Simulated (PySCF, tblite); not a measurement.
# C12H6O2: excited states

Aim: compute the excited states of C12H6O2 (`O=C1C(=O)c2cccc3cccc1c23`).

Computed with tblite 0.8.0 and PySCF 2.14.0 and routines of our own; the level stands in each step. Atoms count from 0.

## Step 1: The starting structure

20 atoms, charge 0, multiplicity 1; geometry from: force field or distance geometry start.

## Step 2: Geometry optimisation with GFN2-xTB

Job settings and geometry (Å):

```
{"job": {"kind": "relax", "xc": "GFN2-xTB", "basis": "xTB"}, "charge": 0, "multiplicity": 1}
O      1.146300     3.457100     0.002100
C      1.022000     2.261700    -0.016200
C      2.175800     1.201600    -0.045100
O      3.355400     1.419700    -0.087400
C      1.483000    -0.098300    -0.035900
C      1.990800    -1.379600    -0.073200
C      1.080900    -2.437600    -0.060300
C     -0.306400    -2.199800    -0.011800
C     -0.814200    -0.891000     0.012600
C     -2.176200    -0.489300     0.056900
C     -2.522100     0.879800     0.074500
C     -1.538200     1.876500     0.061300
C     -0.220700     1.473700     0.029500
C      0.129200     0.135100    -0.006400
H      3.063400    -1.546300    -0.099600
H      1.444400    -3.464700    -0.065000
H     -0.994200    -3.048800    -0.003000
H     -2.963100    -1.242400     0.066300
H     -3.570600     1.168300     0.113800
H     -1.790600     2.934900     0.083900
```

On the command line:

```
OMP_NUM_THREADS=1 python excited_run.py task.json out
```

The driver reads the jobs from task.json and runs them one after another.

Log:

```text
step      E/eV     max force
  0   -1002.59181    1.748
  1   -1002.68766    0.471
  2   -1002.70099    0.378
  3   -1002.70814    0.272
  4   -1002.71517    0.200
  5   -1002.72158    0.161
  6   -1002.72585    0.172
  7   -1002.72781    0.112
  8   -1002.72872    0.092
  9   -1002.72932    0.061
 10   -1002.72998    0.068
 11   -1002.73057    0.060
 12   -1002.73092    0.034
 13   -1002.73117    0.036
 14   -1002.73135    0.031
 15   -1002.73145    0.019
 16   -1002.73149    0.016
 17   -1002.73153    0.014
 18   -1002.73156    0.015
 19   -1002.73158    0.011
 20   -1002.73159    0.006
```

Run time: 0.16 s. Hardware: 1 thread of Arm Neoverse V2, shared host.

Relaxation path:

| step | energy from step 0 (eV) | largest force (eV/Å) |
| --- | --- | --- |
| 0 | 0.0000 | 1.7480 |
| 1 | -0.0959 | 0.4711 |
| 2 | -0.1092 | 0.3782 |
| 3 | -0.1163 | 0.2724 |
| 4 | -0.1234 | 0.1997 |
| 5 | -0.1298 | 0.1611 |
| 6 | -0.1340 | 0.1724 |
| 7 | -0.1360 | 0.1123 |
| 8 | -0.1369 | 0.0922 |
| 9 | -0.1375 | 0.0611 |
| 10 | -0.1382 | 0.0678 |
| 11 | -0.1388 | 0.0600 |
| 12 | -0.1391 | 0.0345 |
| 13 | -0.1394 | 0.0362 |
| 14 | -0.1395 | 0.0306 |
| 15 | -0.1396 | 0.0189 |
| 16 | -0.1397 | 0.0159 |
| 17 | -0.1397 | 0.0143 |
| 18 | -0.1397 | 0.0153 |
| 19 | -0.1398 | 0.0111 |
| 20 | -0.1398 | 0.0064 |

Distances of close pairs at the start and the end, largest changes first:

| bond | before (Å) | after (Å) | change (Å) |
| --- | --- | --- | --- |
| C9–C10 | 1.412 | 1.375 | -0.038 |
| C4–C13 | 1.374 | 1.411 | +0.037 |
| C6–C7 | 1.408 | 1.375 | -0.034 |
| C12–C13 | 1.384 | 1.411 | +0.027 |
| C7–H16 | 1.093 | 1.080 | -0.012 |
| C5–C6 | 1.396 | 1.407 | +0.011 |
| C6–H15 | 1.090 | 1.080 | -0.009 |
| C11–H19 | 1.088 | 1.079 | -0.009 |

The end geometry stands in the next job.

## Step 3: Vibrational analysis with GFN2-xTB

Job settings and geometry (Å):

```
{"job": {"kind": "ir", "xc": "GFN2-xTB", "basis": "xTB"}, "charge": 0, "multiplicity": 1}
O      1.192424     3.476256    -0.000223
C      1.040164     2.282846    -0.007496
C      2.189821     1.221975    -0.050999
O      3.366663     1.469690    -0.084103
C      1.517676    -0.091403    -0.043755
C      1.982028    -1.383747    -0.068375
C      1.043542    -2.431734    -0.051764
C     -0.312390    -2.209324    -0.012930
C     -0.823433    -0.892213     0.013687
C     -2.176986    -0.488642     0.055021
C     -2.508033     0.845243     0.078660
C     -1.539285     1.865273     0.062667
C     -0.214152     1.506493     0.021353
C      0.126232     0.137598    -0.002659
H      3.039477    -1.596678    -0.099780
H      1.409347    -3.447829    -0.071053
H     -0.999044    -3.043288    -0.002039
H     -2.952668    -1.240391     0.067593
H     -3.550000     1.128146     0.110465
H     -1.836534     2.902409     0.082694
```

Log:

```text
mode    cm-1     km/mol
  1      64.9      0.01
  2     126.2      4.17
  3     156.1      0.66
  4     203.1      0.00
  5     274.3      4.96
  6     298.2      5.87
  7     373.2     21.96
  8     378.1      0.01
  9     390.0      0.51
 10     422.6      0.68
 11     451.8      0.06
 12     508.1      2.50
 13     549.2      0.28
 14     559.8      1.81
 15     579.7      0.01
 16     602.1      0.01
 17     661.8      5.18
 18     733.0      3.44
 19     735.7      0.01
 20     784.7      1.02
 21     796.9      0.02
 22     818.5     40.50
 23     851.5     24.86
 24     897.2      0.01
 25     904.0      0.01
 26     922.1      5.47
 27     925.6      0.00
 28     931.2      0.05
 29    1014.8     57.34
 30    1037.3      0.92
 31    1083.8      0.89
 32    1106.3      3.35
 33    1177.9      0.29
 34    1188.1      1.36
 35    1211.4      5.55
 36    1232.3      3.91
 37    1238.4     50.42
 38    1336.9      2.44
 39    1350.9      0.28
 40    1393.4      2.76
 41    1434.2      0.47
 42    1440.1      6.37
 43    1485.2      2.65
 44    1572.6     96.56
 45    1600.4      1.21
 46    1600.9      4.90
 47    1758.1    117.96
 48    1780.6    715.62
 49    3079.2      2.90
 50    3081.1      5.71
 51    3090.4     17.73
 52    3091.5     49.39
 53    3102.2     24.64
 54    3102.9      3.13
```

It took 0.88 s on 1 thread of Arm Neoverse V2, shared host.

The strongest bands and the atoms that carry them (share of the mass-weighted mode):

| cm⁻¹ | km/mol | atoms |
| --- | --- | --- |
| 818 | 40.5 | H15 14 %, H18 14 %, H14 13 %, H19 13 % |
| 852 | 24.9 | C1 21 %, C2 21 % |
| 1015 | 57.3 | C1 20 %, C2 20 %, C13 11 % |
| 1238 | 50.4 | C4 12 %, C12 12 %, H15 11 %, H18 11 % |
| 1573 | 96.6 | C13 28 %, C8 19 % |
| 1758 | 118.0 | C1 32 %, C2 32 %, O0 18 %, O3 18 % |
| 1781 | 715.6 | C2 31 %, C1 31 %, O3 19 %, O0 19 % |
| 3092 | 49.4 | H18 21 %, H17 21 %, H15 21 %, H16 18 % |

## Step 4: Excited states: TDA CAM-B3LYP/def2-SVP

The job, as its differences from that of step 3:

```diff
@@ -1,2 +1,2 @@
-{"job": {"kind": "ir", "xc": "GFN2-xTB", "basis": "xTB"}, "charge": 0, "multiplicity": 1}
+{"job": {"kind": "states", "xc": "CAM-B3LYP", "basis": "def2-SVP", "tda": true, "soc": true, "nstates": 5, "ntriplets": 6, "nquad": 4}, "charge": 0, "multiplicity": 1}
 O      1.192424     3.476256    -0.000223
```

Level: TDA CAM-B3LYP/def2-SVP excited states, vertical, gas phase, spin-orbit mean-field couplings.

Log:

```text
coarse grid: 18928 points
cycle   1  E = -610.1464218883  dE =  3.629e+00  |g| = 1.169e+00  |ddm| = 6.628e+00
cycle   2  E = -609.4297873961  dE =  7.166e-01  |g| = 2.326e+00  |ddm| = 5.273e+00
cycle   3  E = -610.4411971034  dE = -1.011e+00  |g| = 1.171e-01  |ddm| = 3.589e+00
cycle   4  E = -610.4425318451  dE = -1.335e-03  |g| = 1.023e-01  |ddm| = 2.841e-01
cycle   5  E = -610.4452188787  dE = -2.687e-03  |g| = 2.109e-02  |ddm| = 1.510e-01
cycle   6  E = -610.4453410098  dE = -1.221e-04  |g| = 5.922e-03  |ddm| = 4.245e-02
cycle   7  E = -610.4453528057  dE = -1.180e-05  |g| = 2.748e-03  |ddm| = 1.570e-02
cycle   8  E = -610.4453550963  dE = -2.291e-06  |g| = 1.012e-03  |ddm| = 7.309e-03
final grid: 189144 points
cycle   9  E = -610.5791121945  dE = -4.934e-05  |g| = 4.242e-03  |ddm| = 6.593e-02
cycle  10  E = -610.5791097344  dE =  2.460e-06  |g| = 5.884e-03  |ddm| = 1.371e-02
cycle  11  E = -610.5791166292  dE = -6.895e-06  |g| = 1.065e-03  |ddm| = 8.055e-03
cycle  12  E = -610.5791168484  dE = -2.192e-07  |g| = 2.740e-04  |ddm| = 1.379e-03
cycle  13  E = -610.5791168648  dE = -1.642e-08  |g| = 1.195e-04  |ddm| = 4.773e-04
cycle  14  E = -610.5791168686  dE = -3.726e-09  |g| = 2.003e-05  |ddm| = 1.955e-04
cycle  15  E = -610.5791168687  dE = -1.160e-10  |g| = 5.885e-06  |ddm| = 3.871e-05
converged SCF energy = -610.5791168687

Singlet excitations
state   eV       nm        f     d(h-e)  d(exc)  Lambda  PR(NTO)  |dmu|/D   mu/D   main configurations
  1   2.6124   474.6   0.00004   0.516   2.608   0.541   1.059    0.994    5.008   H-1->L 0.94
  2   3.7575   330.0   0.00000   1.757   3.317   0.400   1.480    4.217    1.785   H-1->L+1 0.74, H-4->L 0.19
  3   4.0552   305.7   0.00036   1.857   3.791   0.587   1.144    4.891   10.893   H->L 0.92
  4   4.6245   268.1   0.16212   0.165   3.622   0.866   1.255    0.560    6.562   H->L+1 0.89
  5   4.6624   265.9   0.02132   0.202   3.251   0.626   2.042                     H-2->L+1 0.54, H->L+2 0.41

Triplet excitations (Tamm-Dancoff)
state   eV     d(h-e)  d(exc)  Lambda  PR(NTO)   main configurations
  1   2.0683   0.499   2.528   0.537   1.083   H-1->L 0.92
  2   2.8038   0.059   3.100   0.863   1.278   H->L+1 0.88
  3   3.1638   1.083   3.321   0.613   1.274   H->L 0.83, H-3->L+1 0.09
  4   3.3167   1.417   2.964   0.421   1.873   H-1->L+1 0.56, H-4->L 0.34
  5   3.9484   0.266   3.223   0.610   1.168   H-2->L+1 0.92
  6   4.3259   1.553   3.530   0.490   1.151   H-2->L 0.87
S1 - T1 = 0.5441 eV

Spin-orbit couplings |<S|Hso|T>| (cm-1)
             T1       T2       T3       T4       T5       T6
S0       35.196    0.006    0.123   52.853    0.029    0.006
S1        0.001    3.013   18.090    5.217    1.200    2.129
S2        3.303   11.377    8.616    0.018    1.461    1.233
S3       11.576    0.033    0.008    4.350    0.003    0.032
S4        0.475    0.002    0.032    8.150    0.028    0.002
S5        2.905    0.038    0.004    0.291    0.000    0.010
T1 sublevels (cm-1): 0.000 0.027 0.074   radiative rates (1/s): 4.61e-07 0.0223 38.2
```

It took 87 s on 1 thread of Arm Neoverse V2, shared host; peak memory 1.2 GiB.

Key values:

| quantity | value |
| --- | --- |
| S1 less T1 | 0.54 eV |

## Step 5: Results

```
                                   quantity                  value
  strongest single infrared mode (GFN2-xTB)  1781 cm⁻¹, 716 km/mol
               zero-point energy (GFN2-xTB)          87.9 kcal/mol
S1 less T1 (step 4, TDA CAM-B3LYP/def2-SVP)                0.54 eV
```

All 54 modes are real, so the xTB geometry is a minimum. The strongest single mode, at 1781 cm⁻¹, is carried by C2, C1, O3, O0. Unscaled tight-binding wavenumbers are off by several per cent, some by more. Its intensities can rank the bands wrongly. In step 4, the number of triplets below S1 is 1, and the largest singlet-triplet spin-orbit coupling is S0–T4, 52.85 cm⁻¹.
